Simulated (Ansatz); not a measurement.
# Br− with PH₃: structure and interaction energy

The task here is to estimate one member of a computed series from the others.

Program: Ansatz 0.2.0, Gaussian basis. Level of theory: PBE0-D4 structure, single points in def2-TZVPPD. These are calculated values, not measurements.

Levels: PBE-D4, revPBE-D4, BLYP-D4, r2SCAN-D4, B97M-V, PBE0-D4, B3LYP-D4, HSE06-D4, wB97X-V, wB97M-V, B2PLYP, Hartree-Fock, MP2, CCSD, CCSD(T). The reference is CCSD(T) extrapolated to the basis limit. For elements past Ar these valence bases correlate outer-core shells poorly and lack relativity, so that limit is rough.

Cores are frozen in the correlated methods. Filled d shells of the heavier atoms are correlated. B3LYP uses VWN-RPA correlation. B2PLYP carries no dispersion term here.

163 further runs of the same task are left out: 163 set aside as unsound or not needed.

## The system as given

The pair, from a GFN2-xTB docking trial: 5 atoms, charge -1, spin multiplicity 1.

Atoms are counted from 1 here; the program's logs count them from 0.

Bond lengths: P2–H3 1.388 Å, P2–H4 1.386 Å, P2–H5 1.382 Å. Angles: H3–P2–H4 91.7°, H3–P2–H5 92.0°, H4–P2–H5 92.1°.

Geometry (Å):

```xyz
5

Br    0.1430   -0.3628   -2.7524
P    -0.5675    0.1347    0.9131
H     0.3416   -0.8574    1.2533
H     0.4018    1.1188    1.0219
H    -0.3190   -0.0333   -0.4358
```

Atoms 1 to 1 are fragment A (Br−), the rest fragment B (PH₃).

Set-up of the first run:

The input, pre/in.yaml:

```yaml
crystal:
  periodic: [false, false, false]
  atoms:
    - {symbol: Br, position_ang: [0.143000, -0.362800, -2.752400]}
    - {symbol: P, position_ang: [-0.567500, 0.134700, 0.913100]}
    - {symbol: H, position_ang: [0.341600, -0.857400, 1.253300]}
    - {symbol: H, position_ang: [0.401800, 1.118800, 1.021900]}
    - {symbol: H, position_ang: [-0.319000, -0.033300, -0.435800]}
basis:
  gaussian: {orbitals: def2-SVPD}
total_charge: -1
hamiltonian: {xc: pbe, dispersion: d4}
relax: {f_tol: 0.03, max_steps: 250}
```

On the command line:

```sh
$ ansatz run in.yaml --threads 2 --pin off --events-out ev --progress --plain --max-ram 5222MiB
```

Among the steps run: A first relaxation in a small basis; Relaxation at PBE0-D4; wB97X-V/def2-TZVPPD; wB97M-V/def2-TZVPPD; B2PLYP/def2-TZVPPD; B97M-V/def2-TZVPPD; CCSD(T)/def2-TZVPPD; MP2/def2-QZVPPD; Hartree-Fock/STO-3G; SPW92/def2-SVP; wB97M-V/def2-SVP; CCSD(T)/def2-SVP; Vibrations of the pair.

One table of the session follows, with a row left open; its other results are not shown here.

| method | interaction (kcal/mol) |
| --- | --- |
| PBE-D4 | -7.29 |
| revPBE-D4 | -6.59 |
| BLYP-D4 | ? |
| r2SCAN-D4 | -6.32 |
| B97M-V | -5.80 |
| PBE0-D4 | -6.57 |
| B3LYP-D4 | -5.79 |
| HSE06-D4 | -6.64 |
| wB97X-V | -5.27 |
| wB97M-V | -5.09 |
| B2PLYP | -4.58 |
| Hartree-Fock | -1.38 |
| MP2 | -5.07 |
| CCSD | -4.12 |
| CCSD(T) | -4.68 |
| CCSD(T)/CBS | -5.63 |

Q: Estimate the row for BLYP-D4 from the others.

The run gave: interaction (kcal/mol): -6.03. In the column «interaction (kcal/mol)» it lies between r2SCAN-D4 (-6.32) and B97M-V (-5.80).
